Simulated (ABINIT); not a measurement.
# NbTe (Pm-3m) in ABINIT: single point with LDA

Aim: the single point of NbTe with LDA.

All numbers are computed with ABINIT 10.8.3 (patched build); they aren't measurements. Logs are shortened: lines on timing, memory, paths and dates and some standing lists are left out, and cuts for length are marked. The log counts tension as positive stress, the text compression.

**1. The crystal as given**

Symmetry: Pm-3m, No. 221, cubic system. Conventional cell: a = 3.426 Å, b = 3.426 Å, c = 3.426 Å, α = 90.00°, β = 90.00°, γ = 90.00°. Nb (site symmetry m-3m) is surrounded by 8 Te at 2.97 Å. Te (site symmetry m-3m) is surrounded by 8 Nb at 2.97 Å.

The cell was built by a generator and needn't be a form met in nature.

**2. Single point, LDA, spin-orbit coupling, no magnetisation**

The input, run.abi:

```
pp_dirpath "./"
pseudos "Nb.hgh, Te.hgh"

acell 6.4736347851 6.4736347851 6.4736347851
rprim
     1.0000000000     0.0000000000     0.0000000000
     0.0000000000     1.0000000000     0.0000000000
     0.0000000000     0.0000000000     1.0000000000
ntypat 2
znucl 41 52
natom 2
typat 1 2
xcart
     3.2368173926     3.2368173926     3.2368173926
     0.0000000000     0.0000000000     0.0000000000

ecut 14.0

kptopt 1
ngkpt 6 6 6
nshiftk 1
shiftk 0.0 0.0 0.0

ixc 7

nband 20
occopt 3
tsmear 0.00183747

nspinor 2
nspden 1
so_psp 2*1

nstep 100
tolvrs 1.0e-10

iomode 3
prtwf 0
prteig 0
prtebands 0
enunit 1
prtden 1
prtvha 1
prtvclmb 1
prtpot 1
```

Potentials or basis: HGH LDA.

On the command line:

```sh
> abinit run.abi > log 2>&1
```

run.abo:

```text
.Version 10.8.3 of ABINIT
 Symmetries : space group Pm -3 m (#221); Bravais cP (primitive cubic)
================================================================================
 Values of the parameters that define the memory need of the present run
     intxc =       0    ionmov =       0      iscf =       7    lmnmax =      10
     lnmax =      10     mgfft =      24  mpssoang =       5    mqgrid =    3001
     natom =       2  nloc_mem =       1    nspden =       1   nspinor =       2
    nsppol =       1      nsym =      48    n1xccc =       0    ntypat =       2
    occopt =       3   xclevel =       1
       mpw =         696          nfft =       13824          nkpt =          20
================================================================================
================================================================================

--------------------------------------------------------------------------------
------------- Echo of variables that govern the present computation ------------
--------------------------------------------------------------------------------
 -outvars: echo values of preprocessed input variables --------
            acell      6.4736347851E+00  6.4736347851E+00  6.4736347851E+00 Bohr
              amu      9.29063800E+01  1.27600000E+02
             ecut      1.40000000E+01 Hartree
           enunit           1
              ixc           7
         kptrlatt        6    0    0      0    6    0      0    0    6
          kptrlen      3.88418087E+01
            natom           2
            nband          20
            ngfft          24      24      24
             nkpt          20
          nspinor           2
            nstep         100
             nsym          48
           ntypat           2
           occopt           3
        prtebands           0
           prteig           0
           prtpot           1
         prtvclmb           1
           prtvha           1
            prtwf           0
          spgroup         221
           tolvrs      1.00000000E-10
           tsmear      1.83747000E-03 Hartree
            typat      1  2
           xangst      1.7128499989E+00  1.7128499989E+00  1.7128499989E+00
                       2.6458734918E-11  2.6458734918E-11  2.6458734918E-11
            xcart      3.2368173926E+00  3.2368173926E+00  3.2368173926E+00
                       4.9999762634E-11  4.9999762634E-11  4.9999762634E-11
             xred      5.0000000001E-01  5.0000000001E-01  5.0000000001E-01
                       7.7235995377E-12  7.7235995377E-12  7.7235995377E-12
            znucl       41.00000   52.00000

================================================================================

 chkinp: Checking input parameters for consistency.

================================================================================
[... 99 lines left out ...]
cartesian_forces: # hartree/bohr
- [ -0.00000000E+00,  -0.00000000E+00,  -0.00000000E+00, ]
- [ -0.00000000E+00,  -0.00000000E+00,  -0.00000000E+00, ]
force_length_stats: {min:   0.00000000E+00, max:   0.00000000E+00, mean:   0.00000000E+00, }
...

 Integrated electronic density in atomic spheres:
 ------------------------------------------------
 Atom  Sphere_radius  Integrated_density
    1        2.00000          2.00153779
    2        2.00000          2.20612548
================================================================================

 ----iterations are completed or convergence reached----

 Mean square residual over all n,k,spin=   28.912E-07; max=  28.501E-05
 reduced coordinates (array xred) for    2 atoms
       0.500000000008      0.500000000008      0.500000000008
       0.000000000008      0.000000000008      0.000000000008
 rms dE/dt=  0.0000E+00; max dE/dt=  0.0000E+00; dE/dt below (all hartree)
    1       0.000000000000      0.000000000000      0.000000000000
    2       0.000000000000      0.000000000000      0.000000000000

 cartesian coordinates (angstrom) at end:
    1      1.71284999885637     1.71284999885637     1.71284999885637
    2      0.00000000002646     0.00000000002646     0.00000000002646

 cartesian forces (hartree/bohr) at end:
    1     -0.00000000000000    -0.00000000000000    -0.00000000000000
    2     -0.00000000000000    -0.00000000000000    -0.00000000000000
 frms,max,avg= 0.0000000E+00 0.0000000E+00   0.000E+00  0.000E+00  0.000E+00 h/b

 cartesian forces (eV/Angstrom) at end:
    1     -0.00000000000000    -0.00000000000000    -0.00000000000000
    2     -0.00000000000000    -0.00000000000000    -0.00000000000000
 frms,max,avg= 0.0000000E+00 0.0000000E+00   0.000E+00  0.000E+00  0.000E+00 e/A
 length scales=  6.473634785100  6.473634785100  6.473634785100 bohr
              =  3.425699997660  3.425699997660  3.425699997660 angstroms
 Fermi (or HOMO) energy (eV) =   3.66331   Average Vxc (eV)= -10.46927
 Eigenvalues (   eV  ) for nkpt=  20  k points:
 kpt#   1, nband= 20, wtk=  0.00463, kpt=  0.0000  0.0000  0.0000 (reduced coord)
 -10.77544  -10.77544    1.01366    1.01366    1.01366    1.01366    1.79676    1.79676
   2.87437    2.87437    2.87437    2.87437    4.71634    4.71634    4.71634    4.71634
   4.83822    4.83822    7.08455    7.08455
 prteigrs : prtvol=0 or 1, do not print more k-points.

--- !EnergyTerms
iteration_state     : {dtset: 1, }
comment             : Components of total free energy in Hartree
kinetic             :  7.82421170744070E+00
hartree             :  1.85709761219889E-01
xc                  : -3.42413148418671E+00
Ewald energy        : -1.70840116713956E+01
psp_core            :  3.28714830624926E+00
local_psp           : -1.34816047998297E+00
non_local_psp       : -2.89708172917994E+00
internal            : -1.34563155898354E+01
'-kT*entropy'       : -1.28566541388021E-03
total_energy        : -1.34576012552492E+01
total_energy_eV     : -3.66199985700986E+02
band_energy         : -5.17108732157617E-01
...

 Cartesian components of stress tensor (hartree/bohr^3)
  sigma(1 1)=  2.36807010E-04  sigma(3 2)=  0.00000000E+00
  sigma(2 2)=  2.36807010E-04  sigma(3 1)=  0.00000000E+00
  sigma(3 3)=  2.36807010E-04  sigma(2 1)=  0.00000000E+00

-Cartesian components of stress tensor (GPa)         [Pressure= -6.9671E+00 GPa]
- sigma(1 1)=  6.96710278E+00  sigma(3 2)=  0.00000000E+00
- sigma(2 2)=  6.96710278E+00  sigma(3 1)=  0.00000000E+00
- sigma(3 3)=  6.96710278E+00  sigma(2 1)=  0.00000000E+00

== END DATASET(S) ==============================================================
================================================================================

 -outvars: echo values of variables after computation  --------
            acell      6.4736347851E+00  6.4736347851E+00  6.4736347851E+00 Bohr
           etotal     -1.3457601255E+01
            fcart     -0.0000000000E+00 -0.0000000000E+00 -0.0000000000E+00
                      -0.0000000000E+00 -0.0000000000E+00 -0.0000000000E+00
           strten      2.3680701027E-04  2.3680701027E-04  2.3680701027E-04
                       0.0000000000E+00  0.0000000000E+00  0.0000000000E+00
           xangst      1.7128499989E+00  1.7128499989E+00  1.7128499989E+00
                       2.6458734918E-11  2.6458734918E-11  2.6458734918E-11
             xred      5.0000000001E-01  5.0000000001E-01  5.0000000001E-01
                       7.7235995377E-12  7.7235995377E-12  7.7235995377E-12
 Calculation completed.
```

Wall time 17 s (1 thread of Arm Neoverse V1, shared host); peak memory 0.06 GiB.

What came out:

```
Free energy                                           : -366.2000 eV
Band gap on the k mesh                                : none (metal or under the smearing width)
Valence electrons inside the program's atomic spheres : Nb 2.00; Te 2.21
```

Levels at points of the mesh, in eV from the Fermi level:
| k point | band 7 | band 8 | band 9 | band 10 | band 11 | band 12 | band 13 | band 14 | band 15 | band 16 |
| --- | --- | --- | --- | --- | --- | --- | --- | --- | --- | --- |
| (0.00, 0.00, 0.00) | -1.87 | -1.87 | -0.79 | -0.79 | -0.79 | -0.79 | 1.05 | 1.05 | 1.05 | 1.05 |
| (0.50, 0.00, 0.00) | -2.59 | -2.59 | -1.86 | -1.86 | 1.32 | 1.32 | 2.26 | 2.26 | 4.55 | 4.57 |
| (0.50, 0.50, 0.00) | -2.63 | -2.63 | -0.36 | -0.36 | -0.32 | -0.32 | 0.71 | 0.71 | 1.20 | 1.20 |
| (0.50, 0.50, 0.50) | -6.21 | -6.21 | 1.90 | 1.90 | 2.23 | 2.23 | 2.23 | 2.23 | 2.59 | 2.59 |

Caveat: the cutoff is too short for stress, so the log's stress isn't used; HGH potentials are hard and often keep d shells in the core, so these values are rough.
